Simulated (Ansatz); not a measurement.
# Alloy of NaCl and KCl (7 of 8 Na sites exchanged), 16 atoms with displaced atoms

Aim: a base single point, then the same cell under other settings, to see what each one moves.

Program: Ansatz 0.2.0, PAW, plane waves. These are calculated values, not measurements.

## (1) The starting cell

16 atoms (8 Cl, 7 K, 1 Na); a = 12.333 Å, b = 6.166 Å, c = 6.166 Å, α = 90.00°, β = 90.00°, γ = 90.00°. All atoms were shaken off their sites by about 0.02 Å along each axis.

Coordinates:

```cif
data_structure
_symmetry_space_group_name_H-M 'P 1'
_symmetry_Int_Tables_number 1
_cell_length_a 12.3328
_cell_length_b 6.1664
_cell_length_c 6.1664
_cell_angle_alpha 90.000
_cell_angle_beta 90.000
_cell_angle_gamma 90.000
_cell_volume 468.95
loop_
_atom_site_label
_atom_site_type_symbol
_atom_site_fract_x
_atom_site_fract_y
_atom_site_fract_z
_atom_site_occupancy
Cl1 Cl 0.25192 0.99923 0.00288 1
Cl2 Cl 0.75035 0.99402 0.99808 1
Cl3 Cl 0.00102 0.50352 0.00070 1
Cl4 Cl 0.49937 0.50218 0.99737 1
Cl5 Cl 0.00067 0.99786 0.50192 1
Cl6 Cl 0.50117 0.99799 0.49757 1
Cl7 Cl 0.25055 0.49965 0.49935 1
Cl8 Cl 0.75199 0.50242 0.50148 1
K1 K 0.00204 0.99804 0.99751 1
K2 K 0.25078 0.49869 0.00503 1
K3 K 0.74807 0.49751 0.99627 1
K4 K 0.24881 0.99770 0.49812 1
K5 K 0.74862 0.00135 0.49922 1
K6 K 0.00095 0.50206 0.49822 1
K7 K 0.49949 0.50750 0.49512 1
Na1 Na 0.49782 0.99455 0.99850 1
```

## (2) PBEsol on the given atoms

Input file in.yaml:

```yaml
crystal:
  lattice:
    - [12.332796, 0.000000, 0.000000]
    - [0.000000, 6.166398, 0.000000]
    - [0.000000, 0.000000, 6.166398]
  atoms:
    - { symbol: Cl, position: [0.251915, 0.999225, 0.002883] }
    - { symbol: Cl, position: [0.750348, 0.994020, 0.998077] }
    - { symbol: Cl, position: [0.001019, 0.503523, 0.000702] }
    - { symbol: Cl, position: [0.499367, 0.502184, 0.997367] }
    - { symbol: Cl, position: [0.000673, 0.997856, 0.501915] }
    - { symbol: Cl, position: [0.501168, 0.997989, 0.497572] }
    - { symbol: Cl, position: [0.250550, 0.499650, 0.499352] }
    - { symbol: Cl, position: [0.751987, 0.502419, 0.501478] }
    - { symbol: K, position: [0.002044, 0.998039, 0.997511] }
    - { symbol: K, position: [0.250784, 0.498692, 0.005027] }
    - { symbol: K, position: [0.748067, 0.497514, 0.996268] }
    - { symbol: K, position: [0.248814, 0.997697, 0.498122] }
    - { symbol: K, position: [0.748618, 0.001348, 0.499225] }
    - { symbol: K, position: [0.000949, 0.502058, 0.498218] }
    - { symbol: K, position: [0.499490, 0.507495, 0.495116] }
    - { symbol: Na, position: [0.497818, 0.994555, 0.998496] }
kpoints:
  mp_grid: { grid: [2, 2, 2], shift: [0.5, 0.5, 0.5] }
hamiltonian:
  xc: pbesol
scf:
  occupations: { method: fermi_dirac, width: 0.01 }
output:
  forces: true
  eigenvalues: true
  stress: true
  populations: true
```

Command:

```bash
ansatz run in.yaml --threads 7 --pin off --max-ram 13300MiB --runs-dir r --events-out ev --progress --plain
```

## (3) Changed settings: mixer broyden

in.yaml, as its differences from that of step 2:

```diff
@@ -28,2 +28,4 @@
   occupations: { method: fermi_dirac, width: 0.01 }
+  max_iter: 100
+  mixing: { algorithm: broyden }
 output:
@@ -32,2 +34 @@
   stress: true
-  populations: true
```

## (4) Changed settings: occupations Gaussian, xc grid 2

in.yaml, as its differences from that of step 3:

```diff
@@ -24,2 +24,3 @@
   mp_grid: { grid: [2, 2, 2], shift: [0.5, 0.5, 0.5] }
+basis: { xc_grid: 2 }
 hamiltonian:
@@ -27,5 +28,4 @@
 scf:
-  occupations: { method: fermi_dirac, width: 0.01 }
-  max_iter: 100
-  mixing: { algorithm: broyden }
+  occupations: { method: gaussian, width: 0.01 }
+  max_iter: 70
 output:
```

## (5) Variant: density threshold 0.01 eV, k points 2×2×1

in.yaml, as its differences from that of step 4:

```diff
@@ -23,4 +23,3 @@
 kpoints:
-  mp_grid: { grid: [2, 2, 2], shift: [0.5, 0.5, 0.5] }
-basis: { xc_grid: 2 }
+  mp_grid: { grid: [2, 2, 1] }
 hamiltonian:
@@ -28,4 +27,5 @@
 scf:
-  occupations: { method: gaussian, width: 0.01 }
-  max_iter: 70
+  occupations: { method: fermi_dirac, width: 0.01 }
+  max_iter: 100
+  convergence: { dr2_threshold: 1e-02 }
 output:
```

## (6) Variant: dispersion D3(BJ), density threshold 1e-12 eV

in.yaml, as its differences from that of step 5:

```diff
@@ -23,9 +23,10 @@
 kpoints:
-  mp_grid: { grid: [2, 2, 1] }
+  mp_grid: { grid: [2, 2, 2], shift: [0.5, 0.5, 0.5] }
 hamiltonian:
   xc: pbesol
+  dispersion: d3bj
 scf:
   occupations: { method: fermi_dirac, width: 0.01 }
-  max_iter: 100
-  convergence: { dr2_threshold: 1e-02 }
+  max_iter: 50
+  convergence: { dr2_threshold: 1e-12 }
 output:
```

## (7) Changed settings: occupations fixed

in.yaml, as its differences from that of step 6:

```diff
@@ -26,7 +26,5 @@
   xc: pbesol
-  dispersion: d3bj
 scf:
-  occupations: { method: fermi_dirac, width: 0.01 }
-  max_iter: 50
-  convergence: { dr2_threshold: 1e-12 }
+  occupations: { method: fixed }
+  max_iter: 90
 output:
```

Q: Predict the outcome of this session. Wanted: for each run, settings; status; energy from base; forces from base.

**Answer**, as computed:

| settings | status | cycles | time | energy from base (meV/atom) | forces from base (eV/Å rms) | filled to empty level on the mesh (eV) |
| --- | --- | --- | --- | --- | --- | --- |
| base | converged | 7 | 4.4 s (7 CPU threads) | 0 | 0 | 6.05 |
| mixer broyden | converged | 7 | 3.8 s (7 CPU threads) | 0.0 | 0.000 | 6.05 |
| occupations Gaussian, xc grid 2 | converged | 7 | 3.6 s (7 CPU threads) | 0.0 | 0.000 | 6.05 |
| density threshold 0.01 eV, k points 2×2×1 | converged, settings too loose | 6 | 2 s (7 CPU threads) | +136.5 | 0.014 | 4.87 |
| dispersion D3(BJ), density threshold 1e-12 eV | converged | 11 | 4 s (7 CPU threads) | - | 0.000 | 6.05 |
| occupations fixed | converged | 7 | 2.8 s (7 CPU threads) | 0.0 | 0.000 | 6.05 |

**Reading.** Among these variants the forces move most with density threshold 0.01 eV, k points 2×2×1 (0.014 eV/Å rms). The base mesh is coarse for so small a cell, so pressure, spacing and their changes aren't converged values of the solid.
